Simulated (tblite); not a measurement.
# ClH7NSi3: the cost of one run

Programs: tblite 0.8.0 and PySCF 2.14.0. All values are calculated, for the isolated system unless a continuum is named. Atoms count from 0, parts from 1.

### Step 1. The system as given

12 atoms, charge 0, multiplicity 2; geometry: distance geometry start.

### Step 2. Geometry optimisation with GFN2-xTB

Job settings and geometry (Å):

```
{"job": {"kind": "relax", "xc": "GFN2-xTB", "basis": "xTB"}, "charge": 0, "multiplicity": 2}
Si    -0.530599     0.560580    -0.499992
Si    -0.894768    -1.152699     0.838037
Si     1.129121     1.791366     0.287432
Cl    -2.305510     1.771120    -0.578947
N     -0.108006    -0.027755    -2.152840
H      0.088288    -2.166405     0.611275
H     -2.177887    -1.710208     0.596233
H     -0.812208    -0.756744     2.182451
H      2.014908     2.127332    -0.752190
H      1.819424     1.034629     1.259125
H      0.627901     2.964559     0.892767
H     -0.101603     0.569371    -3.005883
```

With the program's defaults for keys left out, this is: GFN2-xTB geometry optimisation, gas phase.

On the command line:

```sh
OMP_NUM_THREADS=1 python cluster_run.py task.json out
```

The driver reads the jobs from task.json and runs them one after another.

Q: Estimate the wall time of this first job on 1 thread of Intel Xeon 6975P-C, shared host.

About 1.9 s.
